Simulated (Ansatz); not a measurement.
# BClFH3OS: the cost of one run

Method: RKS PBE/def2-SVP, in Ansatz 0.2.0.

## 1. The structure to begin with

Bond lengths: B1–Cl2 2.210 Å, B1–F3 1.320 Å, B1–O4 1.410 Å, O4–H5 1.010 Å, B1–S6 2.190 Å, S6–H7 1.400 Å, Cl2–H8 1.343 Å, S6–H8 1.384 Å. Angles: B1–Cl2–H8 73.4°, Cl2–B1–F3 120.0°, Cl2–B1–O4 120.0°, Cl2–B1–S6 71.6°, F3–B1–O4 120.0°, F3–B1–S6 96.8°, O4–B1–S6 101.3°, B1–O4–H5 109.5°, B1–S6–H7 109.5°, B1–S6–H8 73.5°, H7–S6–H8 43.4°, Cl2–H8–S6 141.5°.

As a file:

```xyz
8

B     0.0000    0.0000    0.0000
Cl    0.0000    0.0000    2.2100
F     1.1431    0.0000   -0.6600
O    -1.2211    0.0000   -0.7050
H    -1.7308   -0.8467   -0.4965
S     0.0982    2.0760    0.6906
H     0.6507    2.1151    1.9763
H     0.0608    1.2857    1.8263
```

## 2. A restrained relaxation towards end A

Springs on the bonds that form and break draw the guess towards this end; the thresholds are loose.

input.yaml

```yaml
crystal:
  periodic: [false, false, false]
  atoms:
    - { symbol: B, position_ang: [0.0, 0.0, 0.0] }
    - { symbol: Cl, position_ang: [0.0, 0.0, 2.21] }
    - { symbol: F, position_ang: [1.1431, 0.0, -0.66] }
    - { symbol: O, position_ang: [-1.2211, 0.0, -0.705] }
    - { symbol: H, position_ang: [-1.7308, -0.8467, -0.4965] }
    - { symbol: S, position_ang: [0.0982, 2.076, 0.6906] }
    - { symbol: H, position_ang: [0.6507, 2.1151, 1.9763] }
    - { symbol: H, position_ang: [0.0608, 1.2857, 1.8263] }
basis:
  gaussian: { orbitals: def2-SVP }
hamiltonian:
  xc: pbe
relax:
  f_tol: 0.15
  max_steps: 25
  restrain:
    - { distance: [0, 5], at: 3.09, k: 30.0 }
    - { distance: [7, 1], at: 2.57, k: 30.0 }
    - { distance: [0, 1], at: 1.86, k: 30.0 }
    - { distance: [7, 5], at: 1.4, k: 30.0 }
output:
  orbitals: {}
```

Started as:

```sh
ansatz run input.yaml --threads 2 --pin off --max-ram 3072MiB --backend cpu --events-out ev --progress --plain --runs-dir out
```

What time and memory should one allow on 2 threads of Arm Neoverse V1, shared host?

About 22 s, with a peak of 0.17 GiB.
